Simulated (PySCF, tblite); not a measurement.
**C3H12B3N3: geometry, infrared bands and NMR shifts**

What infrared bands and NMR shifts should C3H12B3N3 (`CCN1BNB(C)NB1`) show?

Programs: tblite 0.8.0 and PySCF 2.14.0, with density-fitted response routines of our own. Each step states its level of theory. These are calculated values for one molecule in the gas phase, unless marked as measured. Atoms are numbered from 0 throughout.

## Step 1: Starting geometry

21 atoms, charge 0, multiplicity 1; geometry from: force field or distance geometry start.

Bonds of the start (Å): C0–C1 1.53, C1–N2 1.49, N2–B3 1.54, B3–N4 1.53, N4–B5 1.52, B5–C6 1.59, B5–N7 1.53, N7–B8 1.53, B8–N2 1.54, C0–H9 1.12, C0–H10 1.11, C0–H11 1.11, C1–H12 1.10, C1–H13 1.11, B3–H14 1.17, N4–H15 1.04, C6–H16 1.10, C6–H17 1.11, C6–H18 1.11, N7–H19 1.05, B8–H20 1.20.

## Step 2: Relaxing the molecule with GFN2-xTB

What the job is given:

```
{"job": {"kind": "relax", "xc": "GFN2-xTB", "basis": "xTB"}, "charge": 0, "multiplicity": 1}
C     -3.209000    -0.235100     0.808900
C     -2.197200     0.098100    -0.286500
N     -0.864200    -0.483100     0.057600
B      0.047300    -0.479300    -1.187300
N      1.517100    -0.878200    -1.015800
B      2.072400    -0.055000     0.138300
C      3.449300     0.730400    -0.029900
N      1.323700     0.024400     1.471800
B     -0.132500     0.341100     1.130800
H     -4.224100     0.127700     0.500800
H     -3.270100    -1.332100     0.967700
H     -2.954400     0.260600     1.767800
H     -2.585800    -0.352900    -1.210600
H     -2.132500     1.196400    -0.430700
H     -0.354100    -0.145400    -2.239800
H      1.527800    -1.874400    -0.705600
H      3.857700     0.566300    -1.041700
H      4.176100     0.353600     0.724800
H      3.275000     1.815300     0.134800
H      1.326800    -0.942300     1.877200
H     -0.658000     1.281100     1.649800
```

Run with:

```bash
$ OMP_NUM_THREADS=1 python probes_run.py task.json out
```

One launch serves the whole session: the jobs run in the order shown.

**Question.** This job is followed by: GFN2-xTB harmonic vibrations, gas phase; GIAO PBE0/pcSseg-1 NMR shielding, non-relativistic, gas phase. What will the session give for the following? strongest single infrared mode (GFN2-xTB); zero-point energy (GFN2-xTB); ¹³C shifts against TMS (PBE0/pcSseg-1); ¹H shifts against TMS (PBE0/pcSseg-1, means over atoms taken as alike); ¹⁵N shifts against NH3 (PBE0/pcSseg-1, means over atoms taken as alike); ¹¹B shifts against BF3·OEt2 (PBE0/pcSseg-1, means over atoms taken as alike).

The runs gave:

| quantity | value |
| --- | --- |
| strongest single infrared mode (GFN2-xTB) | 1427 cm⁻¹, 880 km/mol |
| zero-point energy (GFN2-xTB) | 108.5 kcal/mol |
| ¹³C shifts against TMS (PBE0/pcSseg-1) | 51.2, 25.1, 2.0 ppm |
| ¹H shifts against TMS (PBE0/pcSseg-1, means over atoms taken as alike) | 5.62, 4.77, 3.54, 1.14, 0.37 ppm |
| ¹⁵N shifts against NH3 (PBE0/pcSseg-1, means over atoms taken as alike) | 167.5, 145.5 ppm |
| ¹¹B shifts against BF3·OEt2 (PBE0/pcSseg-1, means over atoms taken as alike) | 30.3, 28.2 ppm |

What this shows: Over 149 steps the energy fell by 4.124 eV; of the close pairs, N2–B3 changed most, 1.543 to 1.420 Å. The lowest mode is slightly imaginary (20i cm⁻¹), a soft motion within the noise of the Hessian, so the minimum is not strictly shown. The strongest single mode, at 1427 cm⁻¹, is spread over several atoms, N4, N7, B8, B5 among them. GFN2-xTB is a fitted tight-binding method: band positions and strengths are rough. Its intensities can rank the bands wrongly. At PBE0/pcSseg-1: The widest tensor belongs to N2: span 283 ppm, with a paramagnetic part of -230 ppm.
